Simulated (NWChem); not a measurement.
# HfH4 (SMILES [H][Hf]([H])([H])[H]): levels of theory compared

Aim: a comparison of 3 runs (HCTH/407/SBKJC-VDZ, B98/6-31G*/def2-SVP, M05-2X/jorge-TZP-DKH) of HfH4. 

The results are computed with NWChem 7.3.0.

2 further runs of the same task are left out: 1 that didn't finish, 1 set aside as unsound or not needed.

### 1 The structure to begin with

The species is HfH4 (5 atoms), meant as a singlet with charge 0. SMILES: `[H][Hf]([H])([H])[H]`. Geometry: a GFN2-xTB relaxation, a rough one for these elements and not checked as a minimum.

Bond lengths: Hf1–H2 1.864 Å, Hf1–H3 1.863 Å, Hf1–H4 1.864 Å, Hf1–H5 1.864 Å. Angles: H2–Hf1–H3 109.5°, H2–Hf1–H4 109.5°, H2–Hf1–H5 109.4°, H3–Hf1–H4 109.5°, H3–Hf1–H5 109.5°, H4–Hf1–H5 109.5°.

### 2 Energy and one-electron properties at HCTH/407/SBKJC-VDZ (core potential) (run 1)

File h4hf.xyz:

```xyz
5
H4Hf
Hf     0.000070     0.000180    -0.000140
H      0.010430    -0.017760     1.863600
H      1.753220     0.010280    -0.631130
H     -0.886000     1.525370    -0.601880
H     -0.877720    -1.518080    -0.630450
```

File h4hf.nw:

```
echo
START h4hf
TITLE "H4Hf"
memory total 2200 mb

GEOMETRY units angstroms noautosym nocenter noautoz
  load h4hf.xyz
END

BASIS spherical
  * library "sbkjc vdz ecp"
END

ECP
  Hf library "sbkjc ecp"
END

DFT
  xc hcth407
  grid xfine
  maxiter 150
  mulliken
END

PROPERTY
  efieldgrad
  electrondensity
  esp
  octupole
END

TASK dft property
```

Run with:

```sh
$ nwchem h4hf.nw > h4hf.out
```

The program printed:

```text
[...]
          Wavefunction type:  closed shell.
          No. of atoms     :     5
          No. of electrons :    16
[...]
          Charge           :     0
          Spin multiplicity:     1
[...]
          AO basis - number of functions:    39
[...]
              XC Information
              --------------
                      HCTH407 Method XC Functional
                      HCTH407  Exchange Functional  1.000
                   HCTH407  Correlation Functional  1.000
[...]
 d= 0,ls=0.0,diis     1    -51.2354697866 -6.59D+01  5.86D-02  3.51D-01     1.2
[...]
 d= 0,ls=0.0,diis     7    -51.3546206934 -2.70D-09  1.46D-06  3.11D-09     6.8
         Total DFT energy =      -51.354620693372
      One electron energy =     -111.279242332395
           Coulomb energy =       52.740413989940
    Exchange-Corr. energy =       -7.488884391114
 Nuclear repulsion energy =       14.673092040197
[...]
      Total Density - Mulliken Population Analysis
     ---------------------------------------------
    Atom       Charge   Shell Charges
 -----------   ------   -------------------------------------------------------
    1 Hf  12    11.56   2.02  6.11  0.83  0.42  0.07  0.08  0.03 -0.07  1.41  0.57  0.09
    2 H    1     1.11   0.42  0.69
    3 H    1     1.11   0.42  0.69
    4 H    1     1.11   0.42  0.69
    5 H    1     1.11   0.42  0.69
[...]
```

It took 7.5 s on 1 thread of Intel Xeon 6975P-C (Granite Rapids), shared host; peak memory 0.13 GiB.

Atomic charges (e):

| atom | Mulliken | Löwdin |
| --- | --- | --- |
| Hf1 | +0.440 | +0.020 |
| H2 | -0.110 | +0.000 |
| H3 | -0.110 | +0.000 |
| H4 | -0.110 | +0.000 |
| H5 | -0.110 | +0.000 |

### 3 Energy and one-electron properties at B98/6-31G(d)/def2-SVP (core potential, spherical functions) (run 2)

File h4hf.nw:

```
START h4hf
TITLE "H4Hf"
memory total 2200 mb
GEOMETRY units angstrom noautosym nocenter noautoz
  Hf       0.000070       0.000180      -0.000140
  H        0.010430      -0.017760       1.863600
  H        1.753220       0.010280      -0.631130
  H       -0.886000       1.525370      -0.601880
  H       -0.877720      -1.518080      -0.630450
END
BASIS "ao basis" spherical bse
  Hf library def2-SVP
  H library 6-31G*
END
ECP bse
  Hf library def2-SVP
END
DFT
  xc becke98
  mult 1
  grid coarse
  convergence density 1e-07 lshift 0.3
  cgmin
  direct
  maxiter 200
  mulliken
END
PROPERTY
  efield
  quadrupole
  efieldgrad
  esp
  moldenfile
  molden_norm janpa
END
TASK dft property
```

Run with:

```sh
$ nwchem h4hf.nw > h4hf.out
```

The program printed:

```text
[...]
          Wavefunction type:  closed shell.
          No. of atoms     :     5
          No. of electrons :    16
[...]
          Charge           :     0
          Spin multiplicity:     1
[...]
          AO basis - number of functions:    40
[...]
              XC Information
              --------------
                   Becke 1998 Method XC Functional
                     Hartree-Fock (Exact) Exchange  0.220
                   Becke 1998  Exchange Functional  1.000
                 Becke 1998 Correlation Functional  1.000
[...]
         Total DFT energy =      -50.312406327923
      One electron energy =     -110.128415768836
           Coulomb energy =       50.985581445222
    Exchange-Corr. energy =       -5.842664044506
 Nuclear repulsion energy =       14.673092040197
[...]
```

Wall time 6.9 s (1 thread of Intel Xeon 6975P-C (Granite Rapids), shared host); peak memory 0.11 GiB.

### 4 Energy and one-electron properties at M05-2X/jorge-TZP-DKH (sfX2C) (run 3)

File h4hf.nw:

```
echo
start h4hf
memory stack 880 mb heap 220 mb global 1100 mb

geometry noautoz
 Hf       0.000070       0.000180      -0.000140
 H        0.010430      -0.017760       1.863600
 H        1.753220       0.010280      -0.631130
 H       -0.886000       1.525370      -0.601880
 H       -0.877720      -1.518080      -0.630450
end

basis spherical bse
 Hf library jorge-TZP-DKH
 H library jorge-TZP-DKH
end

relativistic
 x2c on
end

dft
 xc m05-2x
 grid coarse
 maxiter 100
 mulliken
end

property
 electrondensity
 efield
 octupole
 esp
 efieldgrad
 moldenfile
 molden_norm janpa
end

task dft property
```

Run with:

```sh
$ nwchem h4hf.nw > h4hf.out
```

The program printed:

```text
[...]
          Wavefunction type:  closed shell.
          No. of atoms     :     5
          No. of electrons :    76
[...]
          Charge           :     0
          Spin multiplicity:     1
[...]
          AO basis - number of functions:   138
[...]
              XC Information
              --------------
                       M05-2X Method XC Functional
                     Hartree-Fock (Exact) Exchange  0.560
                M05-2X metaGGA Exchange Functional  0.440
                      M05-2X Correlation Potential  1.000
[...]
 d= 0,ls=0.0,diis     1 -14604.9058050272 -1.47D+04  7.74D-02  9.32D+06     8.3
[...]
 d= 0,ls=0.0,diis    11 -15063.5032065518 -1.24D-08  2.12D-07  3.49D-10    59.3
         Total DFT energy =   -15063.503206551755
      One electron energy =   -20796.864136136228
           Coulomb energy =     5962.881452136376
    Exchange-Corr. energy =     -312.342511490304
 Nuclear repulsion energy =       82.821988938403
[...]
      Total Density - Mulliken Population Analysis
     ---------------------------------------------
    Atom       Charge   Shell Charges
 -----------   ------   -------------------------------------------------------
    1 Hf  72    70.69   0.73  1.24  2.03  1.99  2.19  1.36  0.43  0.75 -0.04  6.00  5.97  6.03  4.15  1.79  0.46  9.76  7.62  2.62  0.69  0.89  9.78  3.83  0.40  0.00
    2 H    1     1.33   0.24  0.60  0.46  0.00  0.03  0.00
    3 H    1     1.33   0.24  0.60  0.46  0.00  0.03  0.00
    4 H    1     1.33   0.24  0.60  0.46  0.00  0.03  0.00
    5 H    1     1.33   0.24  0.60  0.46  0.00  0.03  0.00
[...]
```

It took 61 s on 1 thread of Intel Xeon 6975P-C (Granite Rapids), shared host; peak memory 0.14 GiB.

Atomic charges (e):

| atom | Mulliken | Löwdin |
| --- | --- | --- |
| Hf1 | +1.310 | +1.270 |
| H2 | -0.330 | -0.320 |
| H3 | -0.330 | -0.320 |
| H4 | -0.330 | -0.320 |
| H5 | -0.330 | -0.320 |

### 5 All runs side by side

| run | level | core potential | integration grid | energy (Eh) | dipole moment (D) | HOMO energy (eV) | LUMO energy (eV) | wall time |
| --- | --- | --- | --- | --- | --- | --- | --- | --- |
| 1 | HCTH/407/SBKJC-VDZ (core potential) | sbkjc ecp | xfine | -51.354621 | 0.00 | -7.48 | -3.39 | 7.5 s |
| 2 | B98/6-31G*/def2-SVP (core potential, spherical functions) | def2-SVP | coarse | -50.312406 | – | -8.30 | -2.22 | 6.9 s |
| 3 | M05-2X/jorge-TZP-DKH (sfX2C) | – | coarse | -15063.503207 | 0.00 | -9.80 | -1.12 | 61 s |

### 6 What came out

| quantity | value |
| --- | --- |
| run 3: total energy | -15063.50321 Eh |
| run 3: dipole moment | 0.00 D |
| run 3: HOMO energy | -9.80 eV |
| run 3: LUMO energy | -1.12 eV |
| run 3: HOMO–LUMO gap | 8.68 eV |

The HOMO–LUMO gap runs from 4.09 eV (HCTH/407/SBKJC-VDZ) to 8.68 eV (M05-2X/jorge-TZP-DKH). The two ends differ in method and basis and Hamiltonian and core potential. Totals of different functionals can't be ranked against each other. Some runs of one species differ in core potentials or relativity; totals across that change don't compare. All runs together took 75 s, the longest 61 s.
